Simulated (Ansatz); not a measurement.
# C2H6S2Si: up Jacob's ladder to CCSD(T)

The task here is to estimate one member of a computed series from the others.

Computed with Ansatz 0.2.0, Gaussian basis. Level: functionals in def2-TZVPP, the program's frozen cores in correlated methods.

The runs, in order: LDA (SPW92), PBE-D4, revPBE-D4, BLYP-D4, r2SCAN-D4, B97M-V, PBE0-D4, B3LYP-D4, r2SCANh-D4, r2SCAN0-D4, HSE06-D4, BHLYP-D4, CAM-B3LYP-D4, LC-ωPBE, ωB97X-V, ωB97M-V, B2PLYP, PBE-QIDH; CCSD(T)/def2-SVP; CCSD(T)/def2-TZVPP; MP2/def2-QZVPP; extrapolation to the limit; RPA on PBE.

## The relaxed structure

The geometry comes from an earlier relaxation with PBE0-D4 in a triple-zeta def2 set; it is a stationary point, not always the lowest conformer.

SMILES `[SiH3]SCC=S`, 11 atoms, charge 0, spin multiplicity 1.

Atoms are counted from 1 here; the program's logs count them from 0.

Bond lengths: Si1–S2 2.142 Å, Si1–H6 1.484 Å, Si1–H7 1.483 Å, Si1–H8 1.484 Å, S2–C3 1.832 Å, C3–C4 1.482 Å, C3–H9 1.089 Å, C3–H10 1.093 Å, C4–S5 1.610 Å, C4–H11 1.092 Å. Angles: S2–Si1–H6 110.0°, S2–Si1–H7 113.2°, S2–Si1–H8 103.0°, H6–Si1–H7 109.8°, H6–Si1–H8 110.9°, H7–Si1–H8 109.9°, Si1–S2–C3 101.2°, S2–C3–C4 107.6°, S2–C3–H9 110.5°, S2–C3–H10 104.9°, C4–C3–H9 112.0°, C4–C3–H10 111.5°, H9–C3–H10 110.1°, C3–C4–S5 124.7°, C3–C4–H11 114.7°, S5–C4–H11 120.5°.

As a file:

```tsv
atom	x (Å)	y (Å)	z (Å)
Si1	-1.20399	0.36277	1.32415
S2	0.11157	1.50966	0.08300
C3	1.25019	0.20955	-0.52368
C4	0.49048	-0.65054	-1.46127
S5	0.00996	-2.15396	-1.14312
H6	-0.41491	-0.45681	2.27731
H7	-2.12278	-0.50929	0.55229
H8	-1.97978	1.40566	2.03976
H9	1.66052	-0.35874	0.31006
H10	2.04813	0.75268	-1.03619
H11	0.21613	-0.16797	-2.40173
```

The first run:

File in.yaml:

```yaml
crystal:
  periodic: [false, false, false]
  atoms:
    - {symbol: Si, position_ang: [-1.203989, 0.362773, 1.324151]}
    - {symbol: S, position_ang: [0.111570, 1.509659, 0.083000]}
    - {symbol: C, position_ang: [1.250186, 0.209547, -0.523680]}
    - {symbol: C, position_ang: [0.490479, -0.650543, -1.461272]}
    - {symbol: S, position_ang: [0.009955, -2.153962, -1.143115]}
    - {symbol: H, position_ang: [-0.414915, -0.456809, 2.277314]}
    - {symbol: H, position_ang: [-2.122778, -0.509289, 0.552295]}
    - {symbol: H, position_ang: [-1.979779, 1.405657, 2.039761]}
    - {symbol: H, position_ang: [1.660516, -0.358738, 0.310062]}
    - {symbol: H, position_ang: [2.048126, 0.752681, -1.036188]}
    - {symbol: H, position_ang: [0.216130, -0.167974, -2.401728]}
basis:
  gaussian: {orbitals: def2-TZVPP}
hamiltonian: {xc: lda}
output: {orbitals: {seedname: orbitals}}
```

Steps of the session up to this table: LDA; PBE-D4 (GGA); revPBE-D4 (GGA); BLYP-D4 (GGA); r2SCAN-D4 (meta-GGA); B97M-V (meta-GGA); PBE0-D4 (hybrid); B3LYP-D4 (hybrid); r2SCANh-D4 (hybrid); r2SCAN0-D4 (hybrid); HSE06-D4 (hybrid); BHLYP-D4 (hybrid); CAM-B3LYP-D4 (range-separated); LC-ωPBE (range-separated); ωB97X-V (range-separated); ωB97M-V (range-separated); B2PLYP (double hybrid); PBE-QIDH (double hybrid).

One table of the session follows, with a row left open; its other results are not shown here.

It belongs to the step «Frontier levels by functional». 

| functional | HOMO (eV) | LUMO (eV) | gap (eV) |
| --- | --- | --- | --- |
| LDA (SPW92) | -5.57 | -3.53 | 2.04 |
| PBE-D4 | -5.45 | -3.33 | 2.12 |
| revPBE-D4 | -5.40 | -3.25 | 2.15 |
| BLYP-D4 | -5.29 | -3.16 | 2.13 |
| r2SCAN-D4 | -5.69 | -3.25 | 2.44 |
| B97M-V | -5.80 | -3.20 | 2.60 |
| PBE0-D4 | -6.70 | -2.45 | 4.25 |
| B3LYP-D4 | -6.45 | -2.62 | 3.83 |
| r2SCANh-D4 | -6.16 | -2.92 | 3.24 |
| r2SCAN0-D4 | ? | ? | ? |
| HSE06-D4 | -6.29 | -2.83 | 3.47 |
| BHLYP-D4 | -7.79 | -1.37 | 6.42 |
| CAM-B3LYP-D4 | -8.04 | -1.30 | 6.74 |
| LC-ωPBE | -9.45 | -0.24 | 9.21 |
| ωB97X-V | -9.09 | -0.28 | 8.80 |
| ωB97M-V | -8.92 | -0.33 | 8.59 |

Q: Estimate the row for r2SCAN0-D4 from the others.

Worked estimate for «HOMO (eV)». Against the share of exact exchange, r2SCAN-D4 (0, -5.69), r2SCANh-D4 (0.1, -6.16) give a slope of -4.70 per unit share; at 0.25 the line stands at -6.86.

As computed: HOMO (eV): -6.85; LUMO (eV): -2.41; gap (eV): 4.44. In «HOMO (eV)» the line misses by -0.01.
